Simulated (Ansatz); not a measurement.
A nudged elastic band was laid between two geometries of a periodic cell of 17 atoms, Si (host Si, host structure diamond, interstitial Si).

Method: DFT PBE-D3(BJ), scalar-relativistic, plane waves, PAW in Ansatz. Settings: PAW set soft_1, cutoff 420 eV, k mesh 2x2x2, gaussian smearing 0.05 eV, no spin polarisation.

```json
{"movable images": "1", "climbing image": "yes", "spring": "5.0 eV/Å²", "optimiser": "quadratic models (default)", "start path": "default", "force threshold": "0.05 eV/Å", "iteration limit": "50", "end points": "relaxed"}
```

Image 0:

```xyz
17
Lattice="0.0000 5.4300 5.4300 5.4300 0.0000 5.4300 5.4300 5.4300 0.0000" Properties=species:S:1:pos:R:3
Si 0.033 0.001 -0.001
Si 1.353 1.362 1.362
Si 2.714 2.682 -0.001
Si 4.092 4.053 1.377
Si 2.715 0.000 2.682
Si 4.098 1.383 4.047
Si 5.428 2.717 2.708
Si 6.762 4.047 4.047
Si 0.000 2.715 2.716
Si 1.354 4.069 4.069
Si 2.714 5.431 2.748
Si 4.076 6.791 4.068
Si 2.716 2.748 5.430
Si 4.078 4.067 6.793
Si 5.397 5.429 5.430
Si 6.765 6.810 6.810
Si 8.142 5.432 5.423
```

Image 2:

Only the atoms that move by more than 0.05 Å are listed.
```
Si17 6.795 4.069 6.784
```

**Question.** Which bonds break or form, and what moves?

**Answer.** Contacts lost: Si6–Si17. Contacts made: Si9–Si17. The atom that moves furthest is Si17, by 2.35 Å; four of its nearest neighbours are Si8 2.39, Si6 2.39, Si16 2.39, Si4 2.39 Å at the first end and Si15 2.39, Si9 2.39, Si11 2.39, Si3 2.39 Å at the last.

**Question.** What energy profile does the band end with?

**Answer.** The run converged. The highest image is number 1 of 0 to 2, 0.30 eV above the ends, which have the same energy within 2 meV. The order of the stationary point at the top wasn't checked. So few images can step over the top or miss a turn of the path. Limits of this set-up: coarse k mesh, a small cell, in which the defect meets its images.

```csv
image,path coordinate (Å),energy (eV),Si6–Si17 (Å),Si9–Si17 (Å)
0,0.00,0.00,2.39,4.69
1,1.37,0.30,3.17,3.21
2,2.76,0.00,4.70,2.39
```

**Question.** What is the geometry of the highest image?

**Answer.** 
```xyz
17
Lattice="0.0000 5.4300 5.4300 5.4300 0.0000 5.4300 5.4300 5.4300 0.0000" Properties=species:S:1:pos:R:3:forces:R:3
Si 0.018 -0.058 0.056 0.02 0.00 0.00
Si 1.415 1.342 1.300 0.00 -0.02 0.00
Si 2.799 2.612 -0.085 -0.01 0.01 0.01
Si 4.178 3.987 1.441 0.01 0.01 -0.01
Si 2.659 -0.058 2.697 0.00 0.00 -0.02
Si 3.879 1.162 4.266 -0.01 -0.01 0.01
Si 5.243 2.526 2.902 0.00 0.00 0.00
Si 6.704 3.987 3.967 0.01 0.01 0.00
Si 0.191 2.905 2.523 0.01 0.01 -0.01
Si 1.415 4.128 4.086 0.00 0.00 0.02
Si 2.799 5.513 2.816 -0.01 -0.01 -0.01
Si 4.258 6.971 3.887 0.00 0.00 0.00
Si 2.659 2.731 5.486 0.00 0.02 0.00
Si 4.059 4.128 6.730 -0.02 0.00 0.00
Si 5.330 5.513 5.346 0.01 -0.01 0.01
Si 6.704 6.892 6.872 0.01 0.00 -0.01
Si 7.477 4.760 6.098 0.00 0.00 0.01
```

The run took 93 s on 1 thread of Arm Neoverse N1 (shared host), peak memory 0.58 GiB.
